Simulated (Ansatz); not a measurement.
Wanted: the native input for an Ansatz 0.2.0 run.

```yaml
Task: single point
Functional: r2SCAN
Potentials_or_basis: Ansatz PAW
Cutoff: "500 eV (not typed: the program's choice for these potentials)"
k_mesh: 7 × 7 × 7
Occupations: gaussian, width 0.05 eV
Spin: collinear spin, ferromagnetic start
Starting_moments: "[1.0, 0.0, 0.0] μB"
Hubbard_terms: Ru d U = 4 eV
Hubbard_projectors: ortho-atomic (the default)
Double_counting: fll (the default)
```

Crystal: RuF2.

```
Ru F
1.0
     1.47662    0.85253    4.46437
    -1.47662    0.85253    4.46437
     0.00000   -1.70505    4.46437
Ru F
1 2
Cartesian
  0.0000 0.0000 0.0000
  0.0000 0.0000 3.3751
  0.0000 0.0000 10.0181
```

The cell was built by a generator and needn't be a form met in nature.

The input as run:

input.yaml

```yaml
crystal:
  lattice:
    - [1.47661794, 0.85252576, 4.46437215]
    - [-1.47661794, 0.85252576, 4.46437215]
    - [0.0, -1.70505153, 4.46437215]
  atoms:
    - { symbol: Ru, position: [0.0, 0.0, 0.0], spin: 1.0 }
    - { symbol: F, position: [0.252, 0.252, 0.252] }
    - { symbol: F, position: [0.748, 0.748, 0.748] }
hamiltonian:
  xc: r2scan
  pseudopotentials: { kind: paw }
  hubbard: { sites: [{ species: Ru, l: d, u_eff: 4.0 }] }
magnetization:
  spin_polarized: true
kpoints:
  mp_grid: { grid: [7, 7, 7] }
scf:
  occupations: { method: gaussian, width: 0.05 }
output:
  forces: true
  stress: true
  eigenvalues: true
```

Potentials or basis: Ansatz PAW.

Launch:

```bash
$ ansatz run input.yaml --threads 2 --pin off --max-ram 5632MiB --backend cpu --events-out ev --progress --plain --runs-dir out
```

It gave:

```yaml
Pressure: 31.6 GPa
Largest_force: 1.674 eV/Å
Band_gap_on_the_k_mesh: 4.39 eV, indirect (least direct gap 4.58 eV)
Net_moment: 0.00 μB per cell
Absolute_moment: 0.00 μB per cell
```

Caveat: the magnetic or orbital state may not be the lowest; a pressure of tens of GPa on the cell as given is suspect, and the run, the potentials or the cell itself is likely at fault; odd divisions of the mesh miss points on the zone boundary, where band edges often lie, so the gap on the mesh can be too wide; the PAW data sets come from PBE, with cores solved anew for the run's functional, which leaves a small shift of forces and pressure; forces of over 1 eV/Å show positions far from the minimum, so gaps and moduli don't describe the material at rest; the starting moments weren't kept.

Wall time 68 s on 2 threads of Arm Neoverse V1, on a shared host, peak memory 0.78 GiB.
